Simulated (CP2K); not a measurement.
# CH3AlF2 (SMILES [CH3][Al]([F])[F]) at 3 levels

Aim: a comparison of 3 runs (GFN2-xTB, PM6, GFN0-xTB) of CH3AlF2. 

The results are computed with CP2K 2026.2.

3 further runs of the same task are left out: 3 set aside as unsound or not needed.

## 1. Starting point

The species is CH3AlF2 (7 atoms), meant as a singlet with charge 0. SMILES: `[CH3][Al]([F])[F]`. Geometry: relaxed at PBE0-D4/def2-TZVP.

Bond lengths: C1–Al2 1.926 Å, Al2–F3 1.644 Å, Al2–F4 1.644 Å, C1–H5 1.091 Å, C1–H6 1.093 Å, C1–H7 1.093 Å. Angles: C1–Al2–F3 121.5°, C1–Al2–F4 122.4°, F3–Al2–F4 116.1°, Al2–C1–H5 111.8°, Al2–C1–H6 110.6°, Al2–C1–H7 110.6°, H5–C1–H6 108.4°, H5–C1–H7 108.4°, H6–C1–H7 106.8°.

## 2. Energy and forces at GFN2-xTB (run 1)

gas.inp reads:

```
&GLOBAL
    PROJECT_NAME gas
    RUN_TYPE ENERGY_FORCE
    PRINT_LEVEL MEDIUM
&END GLOBAL

&FORCE_EVAL
    METHOD Quickstep
    &DFT
        ! Quickstep
        &QS
            METHOD XTB
            EPS_DEFAULT 1.0E-10
            &XTB
                GFN_TYPE TBLITE
                &TBLITE
                    METHOD GFN2
                &END TBLITE
                CHECK_ATOMIC_CHARGES F
            &END XTB
        &END QS
        ! cluster boundary conditions
        &POISSON
            PERIODIC NONE
            POISSON_SOLVER ANALYTIC
        &END POISSON
        ! SCF settings
        &SCF
            SCF_GUESS ATOMIC
            EPS_SCF 1.0E-06
            MAX_SCF 150
            ADDED_MOS 4
            &DIAGONALIZATION
                ALGORITHM STANDARD
            &END DIAGONALIZATION
            &MIXING
                METHOD DIRECT_P_MIXING
                ALPHA 0.4
            &END MIXING
            &SMEAR ON
                METHOD FERMI_DIRAC
                ELECTRONIC_TEMPERATURE [K] 300
            &END SMEAR
        &END SCF
        &PRINT
            &MOMENTS
                PERIODIC F
                REFERENCE COM
                MAX_MOMENT 1
            &END MOMENTS
            &MO ON
                ENERGIES T
                OCCUPATION_NUMBERS T
                NDIGITS 6
                &EACH
                    QS_SCF 0
                &END EACH
                ADD_LAST NUMERIC
            &END MO
            &HIRSHFELD OFF
            &END HIRSHFELD
        &END PRINT
    &END DFT
    ! structure
    &SUBSYS
        &CELL
            ABC 10.6 11.7 10.3
            PERIODIC NONE
        &END CELL
        &COORD
            C     -0.253600     0.825900    -0.238700
            Al     0.293100    -0.956200     0.245500
            F      1.513200    -1.219500     1.315500
            F     -0.423400    -2.297600    -0.378600
            H     -1.075800     0.816000    -0.956100
            H     -0.573400     1.384500     0.645100
            H      0.581100     1.378900    -0.678200
        &END COORD
        &TOPOLOGY
            &CENTER_COORDINATES
            &END CENTER_COORDINATES
        &END TOPOLOGY
    &END SUBSYS
    &PRINT
        &FORCES ON
        &END FORCES
    &END PRINT
&END FORCE_EVAL
```

Command:

```console
$ OMP_NUM_THREADS=1 cp2k.psmp -i gas.inp -o gas.out
```

The log of the run:

```text
CP2K| version string:                                       CP2K version 2026.2
[...]
 GLOBAL| Method name                                                        CP2K
[...]
 GLOBAL| Run type                                                   ENERGY_FORCE
[...]
                             - Atoms:                                          7
[...]
                             - Spherical basis functions:                     24
[...]
 Number of electrons:                                                         24
[...]
  *** SCF run converged in    16 steps ***
[...]
  Fermi energy:                                                -0.29010188494107
[...]
 TB_DIPOLE| Moment [Debye]         -0.85452926       2.73853034      -0.75664403
 TB_DIPOLE| Derivative [a.u.]       0.00000000       0.00000000       0.00000000
[...]
 ENERGY| Total FORCE_EVAL ( QS ) energy [hartree]            -14.363799271823288
 FORCES| Atomic forces [hartree/bohr]
 FORCES|   Atom     x               y               z               |f|
 FORCES|      1 -3.46754955E-03  1.32789083E-02 -3.15412686E-03   1.40819680E-02
 FORCES|      2  2.47786883E-03 -9.29249068E-03  2.20882945E-03   9.86758048E-03
 FORCES|      3  2.04199915E-03 -1.78616410E-03  1.79303664E-03   3.25194144E-03
 FORCES|      4 -4.75988516E-04 -3.34183367E-03 -4.09160950E-04   3.40026911E-03
 FORCES|      5  9.73275689E-04  5.43082737E-04  8.43516268E-04   1.39775682E-03
 FORCES|      6  5.45987084E-04  3.06419985E-04 -2.13434563E-03   2.22428109E-03
 FORCES|      7 -2.09559269E-03  2.92077392E-04  8.52251086E-04   2.28104140E-03
 FORCES| Sum     1.51354623E-16  2.49908601E-17 -4.77048956E-18
 FORCES| Total atomic force                                       1.53478085E-16
[...]
```

Wall time 0.47 s (1 thread of Arm Neoverse N1, shared host); peak memory 0.14 GiB.

## 3. Energy and forces at PM6 (run 2)

molecule.xyz reads:

```xyz
7

C     -0.253600     0.825900    -0.238700
Al     0.293100    -0.956200     0.245500
F      1.513200    -1.219500     1.315500
F     -0.423400    -2.297600    -0.378600
H     -1.075800     0.816000    -0.956100
H     -0.573400     1.384500     0.645100
H      0.581100     1.378900    -0.678200
```

cp2k_ase.py reads:

```python
import numpy as np
from ase.io import read
from ase.calculators.cp2k import CP2K

atoms = read("molecule.xyz")
atoms.set_cell([12.6, 13.7, 12.3])
atoms.center()
inp = """
&FORCE_EVAL
 METHOD Quickstep
 &DFT
  &QS
   METHOD PM6
   EPS_DEFAULT 1.0E-10
   &SE
    &COULOMB
     CUTOFF [angstrom] 50
     RC_RANGE [angstrom] 0
    &END COULOMB
    &EXCHANGE
     CUTOFF [angstrom] 50
     RC_RANGE [angstrom] 0
    &END EXCHANGE
   &END SE
  &END QS
  &POISSON
   PERIODIC NONE
   POISSON_SOLVER ANALYTIC
  &END POISSON
  &SCF
   SCF_GUESS ATOMIC
   EPS_SCF 1.0E-08
   MAX_SCF 99
   ADDED_MOS 2
   EPS_DIIS 0.01
   &DIAGONALIZATION
    ALGORITHM STANDARD
   &END DIAGONALIZATION
   &MIXING
    METHOD DIRECT_P_MIXING
    ALPHA 0.6
   &END MIXING
  &END SCF
  &PRINT
   &MOMENTS
    PERIODIC F
    REFERENCE COM
    MAX_MOMENT 1
   &END MOMENTS
   &MO ON
    ENERGIES T
    OCCUPATION_NUMBERS T
    NDIGITS 6
    &EACH
     QS_SCF 0
    &END EACH
    ADD_LAST NUMERIC
   &END MO
   &HIRSHFELD OFF
   &END HIRSHFELD
  &END PRINT
 &END DFT
 &SUBSYS
 &END SUBSYS
&END FORCE_EVAL
"""
calculator = CP2K(command="cp2k.psmp -s", label="gas", inp=inp, basis_set=None, basis_set_file=None, potential_file=None, pseudo_potential=None, xc=None, cutoff=None, max_scf=None, charge=None, uks=False,
            force_eval_method=None, print_level="LOW", poisson_solver=None, stress_tensor=False)
atoms.calc = calculator
e = atoms.get_potential_energy()
f = atoms.get_forces()
print(f"energy = {e:.6f} eV")
print("forces (eV/angstrom):")
for s, v in zip(atoms.get_chemical_symbols(), f):
    print(f"{s:2s} {v[0]:10.5f} {v[1]:10.5f} {v[2]:10.5f}")
```

Command:

```console
$ OMP_NUM_THREADS=1 python cp2k_ase.py
```

The log of the run:

```text
energy = -1161.586102 eV
forces (eV/angstrom):
C     0.04710    0.04662    0.03708
Al    0.04334   -0.19516    0.03907
F    -0.45835    0.03590   -0.40184
F     0.30637    0.48125    0.26706
H    -0.01875   -0.15615   -0.01548
H    -0.00736   -0.10550    0.09219
H     0.08765   -0.10696   -0.01810
```

gas.out:

```text
CP2K| version string:                                       CP2K version 2026.2
 CP2K| Input file name                                                   gas.inp

[... 22 lines left out ...]
 *** WARNING in qs_kind_types.F:2264 :: Information provided in the input ***
[... 83 lines left out ...]
  *** SCF run converged in    25 steps ***
[... 23 lines left out ...]
 SE_DIPOLE| Dipole type                                             non-periodic
[... 2 lines left out ...]
 SE_DIPOLE| Derivative [a.u.]       0.00000000       0.00000000       0.00000000
[... 27 lines left out ...]
 -------------------------------------------------------------------------------
```

Wall time 1.5 s (1 thread of Arm Neoverse N1, shared host); peak memory 0.13 GiB.

## 4. Energy and forces at GFN0-xTB (run 3)

molecule.inp reads:

```
&GLOBAL
 PROJECT molecule
 RUN_TYPE ENERGY_FORCE
 PRINT_LEVEL MEDIUM
&END GLOBAL

&FORCE_EVAL
 METHOD Quickstep
 &DFT
  &QS
   METHOD XTB
   EPS_DEFAULT 1.0E-10
   &XTB
    GFN_TYPE 0
    CHECK_ATOMIC_CHARGES F
   &END XTB
  &END QS
  &POISSON
   PERIODIC NONE
   POISSON_SOLVER ANALYTIC
  &END POISSON
  &SCF
   SCF_GUESS ATOMIC
   EPS_SCF 1.0E-07
   MAX_SCF 52
   ADDED_MOS 4
   &DIAGONALIZATION
    ALGORITHM STANDARD
   &END DIAGONALIZATION
   &MIXING
    METHOD DIRECT_P_MIXING
    ALPHA 1
   &END MIXING
  &END SCF
  &PRINT
   &MOMENTS
    PERIODIC F
    REFERENCE COM
    MAX_MOMENT 1
   &END MOMENTS
   &MO ON
    ENERGIES T
    OCCUPATION_NUMBERS T
    NDIGITS 6
    &EACH
     QS_SCF 0
    &END EACH
    ADD_LAST NUMERIC
   &END MO
   &HIRSHFELD OFF
   &END HIRSHFELD
  &END PRINT
 &END DFT
 &SUBSYS
  &CELL
   ABC 14.6 15.7 14.3
   PERIODIC NONE
  &END CELL
  &COORD
   C      6.827700     9.132450     6.731600
   Al     7.374400     7.350350     7.215800
   F      8.594500     7.087050     8.285800
   F      6.657900     6.008950     6.591700
   H      6.005500     9.122550     6.014200
   H      6.507900     9.691050     7.615400
   H      7.662400     9.685450     6.292100
  &END COORD
 &END SUBSYS
 &PRINT
  &FORCES ON
  &END FORCES
 &END PRINT
&END FORCE_EVAL
```

Command:

```console
$ OMP_NUM_THREADS=1 cp2k.psmp molecule.inp > molecule.out
```

The log of the run:

```text
CP2K| version string:                                       CP2K version 2026.2
[...]
 GLOBAL| Method name                                                        CP2K
[...]
 GLOBAL| Run type                                                   ENERGY_FORCE
[...]
                             - Atoms:                                          7
[...]
                             - Spherical basis functions:                     27
[...]
 Number of electrons:                                                         24
[...]
 TB_DIPOLE| Moment [Debye]         -0.35185060       1.08094315      -0.31146521
 TB_DIPOLE| Derivative [a.u.]       0.00000000       0.00000000       0.00000000
[...]
 ENERGY| Total FORCE_EVAL ( QS ) energy [hartree]            -12.913605240661534
 FORCES| Atomic forces [hartree/bohr]
 FORCES|   Atom     x               y               z               |f|
 FORCES|      1  1.94503901E-03 -3.21939990E-03  1.63349339E-03   4.10073324E-03
 FORCES|      2 -2.57328765E-03  8.48406686E-03 -2.27700882E-03   9.15346759E-03
 FORCES|      3  9.53866545E-03 -3.39629644E-03  8.36689660E-03   1.31349125E-02
 FORCES|      4 -4.81791757E-03 -1.16102092E-02 -4.19136064E-03   1.32505393E-02
 FORCES|      5 -1.00777907E-03  4.32885802E-03 -8.92731195E-04   4.53338719E-03
 FORCES|      6 -1.58884317E-03  2.72727573E-03 -1.25488063E-03   3.39664260E-03
 FORCES|      7 -1.49587701E-03  2.68570490E-03 -1.38440871E-03   3.37153471E-03
 FORCES| Sum     6.93889390E-18 -8.23993651E-18  2.40259201E-16
 FORCES| Total atomic force                                       2.40500579E-16
[...]
```

It took 0.45 s on 1 thread of Arm Neoverse N1, shared host; peak memory 0.14 GiB.

## 5. The series

```tsv
run	level	SCF convergence threshold	iteration cap	energy (Eh)	dipole moment (D)	HOMO energy (eV)	LUMO energy (eV)	wall time
1	GFN2-xTB	1e-06	150	-14.363799	2.97	-11.86	-7.00	0.47 s
2	PM6	1e-08	99	-42.687506	2.59	-12.04	1.78	1.5 s
3	GFN0-xTB	1e-07	52	-12.913605	1.18	-11.65	-6.49	0.45 s
```

## 6. Results

```
                                        quantity         value
                             run 3: total energy  -12.91361 Eh
run 3: dipole moment (from atomic charges alone)        1.18 D
                              run 3: HOMO energy     -11.65 eV
                              run 3: LUMO energy      -6.49 eV
                            run 3: HOMO–LUMO gap       5.16 eV
                        run 3: dispersion energy  -2.63 kJ/mol
                 run 3: largest force on an atom    0.681 eV/Å
```

What this shows: The dipole moment (its size) runs from 1.18 D (GFN0-xTB) to 2.97 D (GFN2-xTB). Some of these are taken from atomic charges alone. The HOMO–LUMO gap runs from 4.86 eV (GFN2-xTB) to 13.82 eV (PM6). Force-field and semi-empirical energies have zeros of their own, so their totals don't compare. All runs together took 2.4 s, the longest 1.5 s.
